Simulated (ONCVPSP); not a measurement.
# I: generating and testing an ONCV potential

Task: generate the file, and judge it by its errors in other configurations, its logarithmic derivatives, its ghosts and its cutoff.

Program: ONCVPSP 4.0.1. Reference atom: LDA (Perdew-Wang 92), scalar-relativistic, spherical and spin-unpolarised. All values are calculated.

3 further runs of the same task are left out: 3 that didn't finish.

## (1) Settings

Typed settings, in words:

```
element                 : iodine (I, Z = 53)
type                    : optimised norm-conserving Vanderbilt (ONCV)
frozen core             : [Kr]
valence charge          : 17
reference configuration : 4d10 5s2 5p5
partial waves           : 5s: rc 1.55 bohr, ncon 4, nbas 8, qcut 3.7 1/bohr, 2 projectors, debl 0.55 Ha; 5p: rc 1.90 bohr, ncon 3, nbas 7, qcut 4.9 1/bohr, 2 projectors, debl 2.3 Ha; 4d: rc 0.95 bohr, ncon 3, nbas 7, qcut 8.6 1/bohr, 3 projectors, debl 2.5 Ha
local potential         : polynomial inside 0.90 bohr (lpopt 5, dvloc0 2 Ha)
core correction         : Teter function, fcfact 5.5, rcfact 1.6
```

The outer shells as boxes (Hund's rule for the drawing; the calculation is spin-unpolarised):

```
[Kr] core
4d [↑↓][↑↓][↑↓][↑↓][↑↓]
5s [↑↓]
5p [↑↓][↑↓][↑ ]
```

The nodes and maxima of the atom's own shells, from an earlier all-electron run, set the scale for the radii.

All-electron outer shells of the reference configuration (LDA (PZ), scalar-relativistic, ld1.x):

| shell | level (eV) | outermost node (bohr) | outermost maximum (bohr) |
| --- | --- | --- | --- |
| 4s | -180.16 | 0.37 | 0.68 |
| 4p | -127.33 | 0.37 | 0.72 |
| 4d | -50.33 | 0.35 | 0.78 |
| 5s | -17.65 | 0.88 | 1.70 |
| 5p | -7.25 | 0.96 | 2.02 |

## (2) Generating the potential

Input file I.dat:

```
# ATOM AND REFERENCE CONFIGURATION
# atsym  z   nc   nv     iexc    psfile
  I 53.00    8    3  -001012      upf
#
#   n    l    f
    1    0    2.00
    2    0    2.00
    2    1    6.00
    3    0    2.00
    3    1    6.00
    3    2   10.00
    4    0    2.00
    4    1    6.00
    4    2   10.00
    5    0    2.00
    5    1    5.00
#
# PSEUDOPOTENTIAL AND OPTIMIZATION
# lmax
    2
#
#   l,   rc,      ep,       ncon, nbas, qcut
    0    1.55    0.00    4    8    3.70
    1    1.90    0.00    3    7    4.90
    2    0.95    0.00    3    7    8.60
#
# LOCAL POTENTIAL
# lloc, lpopt,  rc(5),   dvloc0
    4    5    0.90    2.00
#
# VANDERBILT-KLEINMAN-BYLANDER PROJECTORs
# l, nproj, debl
    0    2    0.55
    1    2    2.30
    2    3    2.50
#
# MODEL CORE CHARGE
# icmod, fcfact, rcfact
    3    5.50    1.60
#
# LOG DERIVATIVE ANALYSIS
# epsh1, epsh2, depsh
   -3.00    5.00    0.02
#
# OUTPUT GRID
# rlmax, drl
    6.00    0.01
#
# TEST CONFIGURATIONS
# ncnf
    4
# nvcnf
#   n    l    f
    3
    4    2   10.00
    5    0    2.00
    5    1    4.00
#
    3
    4    2   10.00
    5    0    2.00
    5    1    3.00
#
    3
    4    2   10.00
    5    0    2.00
    5    1    2.00
#
    3
    4    2   10.00
    5    0    1.00
    5    1    5.00
#
```

The run is started by

```bash
$ oncvpsp.x < I.dat > I.out
```

**Question.** What will these runs give? Wanted: cutoffs for 1 and 0.1 mHa per electron, occupied waves; bound ghosts; GHOST(+) flags; largest test error; largest phase difference near zero energy, channels read; rms error of d²Exc/dn², without and with the model core; projector energies reset by the program.

As calculated:

| quantity | value |
| --- | --- |
| cutoffs for 1 and 0.1 mHa per electron, occupied waves | 191 Ha and 294 Ha |
| bound ghosts | s at -181.20 eV, p at -58.64 eV |
| GHOST(+) flags | none at low energy (1 near or above the test basis's cutoff) |
| largest test error (AE − PS) | -5.5 meV, for 4d10 5s1 5p5 |
| largest phase difference near zero energy, channels read | 0.000 rad |
| rms error of d²Exc/dn², without and with the model core | 5.77 and 0.79 mHa |
| projector energies reset by the program | s: -0.649, 0.250 Ha |

A bound ghost (s, p) makes it unfit for use: electrons can fall into a state that the atom doesn't have. Close by lies the frozen 4s level (-180.2 eV). By total energies transferability is good: the largest error is 5.5 meV on 22.4 eV, for 4d10 5s1 5p5. Atomic tests can pass in spite of a ghost, since they solve only for the levels asked. The potential is very hard: the looser tolerance needs 191 Ha. At the looser tolerance the 4d wave is the slowest; 5s needs 14 Ha. Near zero energy the phases of the channels with partial waves agree within 0.001 rad. The pseudo curves have a pole with no partner nearby in the atom's: p at -2.14 Ha. All of this concerns the isolated atom, not yet a solid.
